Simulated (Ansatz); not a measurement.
**C₂H₅FZn: a ladder of functionals and wavefunction methods**

How much do the methods differ for C₂H₅FZn? The plan is to run it at one geometry with functionals of several rungs and with coupled cluster, and see how far each lands from CCSD(T) at the basis-set limit for the atomisation energy.

The runs use Ansatz 0.2.0, Gaussian basis; functionals in def2-TZVPP, the program's frozen cores in correlated methods.

Plan: LDA (SPW92), PBE-D4, revPBE-D4, BLYP-D4, r2SCAN-D4, B97M-V, PBE0-D4, B3LYP-D4, r2SCANh-D4, r2SCAN0-D4, HSE06-D4, BHLYP-D4, CAM-B3LYP-D4, LC-ωPBE, ωB97X-V, ωB97M-V, B2PLYP, PBE-QIDH; CCSD(T)/def2-SVP; CCSD(T)/def2-TZVPP; MP2/def2-QZVPP; extrapolation to the limit; RPA on PBE.

## (1) The relaxed structure

An earlier PBE0-D4 in a triple-zeta def2 set relaxation fixed the geometry.

SMILES `C[CH2][Zn][F]`, 9 atoms, charge 0, spin multiplicity 1.

Atoms are counted from 1 here; the program's logs count them from 0.

Bond lengths: C1–C2 1.526 Å, C1–H5 1.093 Å, C1–H6 1.095 Å, C1–H7 1.093 Å, C2–Zn3 1.928 Å, C2–H8 1.094 Å, C2–H9 1.094 Å, Zn3–F4 1.757 Å. Angles: C2–C1–H5 112.1°, C2–C1–H6 111.1°, C2–C1–H7 112.1°, H5–C1–H6 107.1°, H5–C1–H7 107.2°, H6–C1–H7 107.1°, C1–C2–Zn3 115.3°, C1–C2–H8 110.5°, C1–C2–H9 110.5°, Zn3–C2–H8 107.0°, Zn3–C2–H9 107.0°, H8–C2–H9 106.0°, C2–Zn3–F4 179.9°.

## (2) LDA

This LDA is Slater exchange with PW92 correlation.

in.yaml reads:

```yaml
crystal:
  periodic: [false, false, false]
  atoms:
    - {symbol: C, position_ang: [-0.348242, 1.090720, -0.034207]}
    - {symbol: C, position_ang: [-0.045893, -0.275777, 0.575226]}
    - {symbol: Zn, position_ang: [0.696214, -1.573523, -0.642116]}
    - {symbol: F, position_ang: [1.372678, -2.758467, -1.749047]}
    - {symbol: H, position_ang: [-1.073486, 1.025577, -0.848695]}
    - {symbol: H, position_ang: [-0.765455, 1.771866, 0.714478]}
    - {symbol: H, position_ang: [0.547963, 1.567461, -0.438122]}
    - {symbol: H, position_ang: [0.658525, -0.177658, 1.406930]}
    - {symbol: H, position_ang: [-0.953703, -0.716501, 0.998552]}
basis:
  gaussian: {orbitals: def2-TZVPP}
hamiltonian: {xc: lda}
output: {orbitals: {seedname: orbitals}}
```

Run with:

```
> ansatz run in.yaml --threads 4 --pin off --events-out ev --progress --plain --max-ram 10444MiB
```

After this run come: PBE-D4 (GGA); revPBE-D4 (GGA); BLYP-D4 (GGA); r2SCAN-D4 (meta-GGA); B97M-V (meta-GGA); B3LYP-D4 (hybrid); r2SCANh-D4 (hybrid); r2SCAN0-D4 (hybrid); HSE06-D4 (hybrid); BHLYP-D4 (hybrid); CAM-B3LYP-D4 (range-separated); LC-ωPBE (range-separated); ωB97X-V (range-separated); ωB97M-V (range-separated); B2PLYP (double hybrid); PBE-QIDH (double hybrid); CCSD(T) in def2-SVP; CCSD(T) in def2-TZVPP; MP2 in def2-QZVPP; RPA on PBE orbitals.

Before running them: what should the planned runs give, taken together? Wanted: atomisation energy, CCSD(T)/CBS; farthest beyond LDA; mean size of error, GGA; mean size of error, meta-GGA; mean size of error, hybrid; mean size of error, range-separated; mean size of error, double hybrid; gap, smallest and largest; T1 diagnostic.

**Answer**, as computed:

| quantity | value |
| --- | --- |
| atomisation energy, CCSD(T)/CBS | 3122.8 kJ/mol |
| functionals within 15.6 kJ/mol (0.5 %) | r2SCAN-D4, B97M-V, PBE0-D4, r2SCANh-D4, HSE06-D4, CAM-B3LYP-D4, ωB97X-V, ωB97M-V, PBE-QIDH |
| farthest beyond LDA | BHLYP-D4 (-104.4 kJ/mol) |
| mean size of error, GGA | 36.6 kJ/mol |
| mean size of error, meta-GGA | 14.7 kJ/mol |
| mean size of error, hybrid | 27.4 kJ/mol |
| mean size of error, range-separated | 11.0 kJ/mol |
| mean size of error, double hybrid | 22.7 kJ/mol |
| gap, smallest and largest | 5.53 eV (BLYP-D4), 12.34 eV (LC-ωPBE) |
| T1 diagnostic | 0.0148 |
| triples share of the correlation energy | 3.2 % |

**Reading.** LDA overbinds by 435.4 kJ/mol (14 %). PBE-D4 is off by +48.9 kJ/mol. Double hybrids carry the basis error of their MP2 part in triple zeta, and no dispersion term here, so their miss is partly the set-up's. The rungs range-separated, meta-GGA miss on average by less than the doubt on the reference (15.6 kJ/mol), so they tie. The reference freezes the cores and leaves out relativity and excitations past (T), so misses under about 15.6 kJ/mol can't be ranked. Hartree-Fock recovers 74 % of the binding; the rest is correlation. CCSD(T) in def2-SVP is off by -152.4 kJ/mol, which most functionals beat. The gap grows from 5.5 to 12.3 eV across the functionals, mostly with the share of exact exchange. For Zn the d shell is correlated and the shells below it are frozen.
